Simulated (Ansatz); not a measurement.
# AlBH2OF2 (SMILES O[B](F)[AlH][F]): MP2/6-31G(d) (spherical functions)

What is the energy change on altering one bond length of AlBH2OF2 at MP2/6-31G* (spherical functions)? 

The calculation is run with Ansatz 0.2.0.

128 further runs of the same task are left out: 128 set aside as unsound or not needed.

## (1) The molecule

AlBH2OF2 has 7 atoms, charge 0, and is taken as a singlet. As SMILES, `O[B](F)[AlH][F]`. The shape is that of a PBE0-D4/def2-TZVP optimisation. This is one conformer, not always the lowest.

Bond lengths: O1–B2 1.351 Å, B2–F3 1.331 Å, B2–Al4 2.153 Å, Al4–F5 1.661 Å, O1–H6 0.961 Å, Al4–H7 1.580 Å. Angles: O1–B2–F3 115.5°, O1–B2–Al4 122.4°, F3–B2–Al4 122.1°, B2–Al4–F5 111.0°, B2–O1–H6 113.4°, B2–Al4–H7 132.2°, F5–Al4–H7 116.8°.

## (2) The energy at MP2/6-31G(d) (spherical functions)

The input, job.yaml:

```yaml
crystal:
  periodic: [false, false, false]
  atoms:
    - symbol: O
      position_ang: [0.462300, -0.166500, 1.769000]
    - symbol: B
      position_ang: [0.511800, -0.675600, 0.519100]
    - symbol: F
      position_ang: [1.170800, -1.824800, 0.394500]
    - symbol: Al
      position_ang: [-0.411500, 0.301600, -1.162100]
    - symbol: F
      position_ang: [-1.152700, 1.713100, -0.697800]
    - symbol: H
      position_ang: [-0.019900, 0.662300, 1.825000]
    - symbol: H
      position_ang: [-0.499600, -0.078200, -2.693300]
basis:
  gaussian:
    orbitals: 6-31G_st_-spherical.json
correlation:
  method: mp2
  frozen_orbitals: {Al: 5, B: 1, F: 1, H: 0, O: 1}
accuracy: high
```

The basis set 6-31G* is read from a file made from the Basis Set Exchange's data (not shown).

The run is started by

```
ansatz run job.yaml --threads 1 --pin off --max-ram 3480MiB --events-out events.jsonl --progress --plain --runs-dir runs
```

Output:

```text
Warning: RAYON_NUM_THREADS=1 ignored (pool sized by the plan → 1); use --threads N
Functional definition: HF
  name "HF"
  exchange = exact_x
  correlation = 0
1697 factors; integrals over basis functions are off by at most 5.8e-9 eV
mean field evaluation 1: about -14735.1377 eV, gradient 4.5e1 eV
mean field evaluation 2: about -14735.2077 eV, gradient 4.5e1 eV
mean field evaluation 4: about -14739.1952 eV, gradient 2.6e0 eV
mean field evaluation 8: about -14739.2332 eV, gradient 2.2e-1 eV
mean field evaluation 16: about -14739.2333 eV, gradient 2.0e-8 eV
mean field -14739.23331931 eV, -541.6568338734 hartree, gradient 2.0e-8 eV, S^2 0.000000; 0 other end points of the search recorded, 0 dependent functions left out
9 core orbitals not correlated: weight in the atoms' cores, before any rotation towards them, 1.000 or more for the frozen orbitals, at most 0.000 for the correlated occupied ones
reference -14739.23331931 eV, -541.6568338734 hartree; 14, 14 occupied and 55, 55 virtual orbitals, 1697 factors
second order -17.46415479 eV of doubles, -0.00000000 eV of singles
Total energy: -14756.69747410 eV, -542.2986297242 hartree
```

Wall time 2.6 s (1 thread of Arm Neoverse V1, shared host); peak memory 0.19 GiB.

## (3) The distorted shape, same level

The input, job.yaml:

```yaml
crystal:
  periodic: [false, false, false]
  atoms:
    - {symbol: O, position_ang: [0.532780, 0.137339, 2.993956]}
    - {symbol: B, position_ang: [0.582280, -0.371761, 1.744056]}
    - {symbol: F, position_ang: [1.241280, -1.520961, 1.619456]}
    - {symbol: Al, position_ang: [-0.341020, 0.605439, 0.062856]}
    - {symbol: F, position_ang: [-1.082220, 2.016939, 0.527156]}
    - {symbol: H, position_ang: [0.050580, 0.966139, 3.049956]}
    - {symbol: H, position_ang: [-0.499600, -0.078200, -2.693300]}
basis:
  gaussian: {orbitals: 6-31G_st_-spherical.json}
correlation: {method: mp2, frozen_orbitals: {Al: 5, B: 1, F: 1, H: 0, O: 1}}
accuracy: high
```

The basis set 6-31G* is read from a file made from the Basis Set Exchange's data (not shown).

The run is started by

```
ansatz run job.yaml --threads 1 --pin off --max-ram 3480MiB --events-out events.jsonl --progress --plain --runs-dir runs
```

Output:

```text
Warning: RAYON_NUM_THREADS=1 ignored (pool sized by the plan → 1); use --threads N
Functional definition: HF
  name "HF"
  exchange = exact_x
  correlation = 0
1688 factors; integrals over basis functions are off by at most 7.5e-9 eV
mean field evaluation 1: about -14731.1533 eV, gradient 4.5e1 eV
mean field evaluation 2: about -14731.2111 eV, gradient 4.5e1 eV
mean field evaluation 4: about -14735.7307 eV, gradient 2.9e0 eV
mean field evaluation 8: about -14735.7855 eV, gradient 2.6e-1 eV
mean field evaluation 16: about -14735.7858 eV, gradient 1.8e-8 eV
mean field -14735.78583165 eV, -541.5301410386 hartree, gradient 1.8e-8 eV, S^2 0.000000; 1 other end points of the search recorded, 0 dependent functions left out; unrestricted orbitals would lower it
9 core orbitals not correlated: weight in the atoms' cores, before any rotation towards them, 1.000 or more for the frozen orbitals, at most 0.000 for the correlated occupied ones
reference -14735.78583165 eV, -541.5301410386 hartree; 14, 14 occupied and 55, 55 virtual orbitals, 1688 factors
second order -17.84318315 eV of doubles, -0.00000000 eV of singles
Total energy: -14753.62901480 eV, -542.1858659249 hartree
```

Wall time 3.3 s (1 thread of Arm Neoverse V1, shared host); peak memory 0.21 GiB.

## (4) Results

Level: MP2/6-31G* (spherical functions), 9 core orbitals frozen.

| quantity | value |
| --- | --- |
| first shape: total energy | -542.29863 Eh |
| first shape: correlation energy (9 core orbitals frozen) | -641.8 mEh |
| distorted shape: total energy | -542.18587 Eh |
| distorted shape: correlation energy (9 core orbitals frozen) | -655.7 mEh |
| energy change with the Al4–H7 bond stretched from 1.580 to 2.844 Å | 3.068 eV |

**Reading.** With the Al4–H7 bond stretched from 1.580 to 2.844 Å the energy rises by 3.07 eV (71 kcal/mol). The first shape isn't relaxed at this level, so the change isn't measured from a minimum. The restricted solution (distorted shape) is unstable to spin breaking: an unrestricted one lies lower.
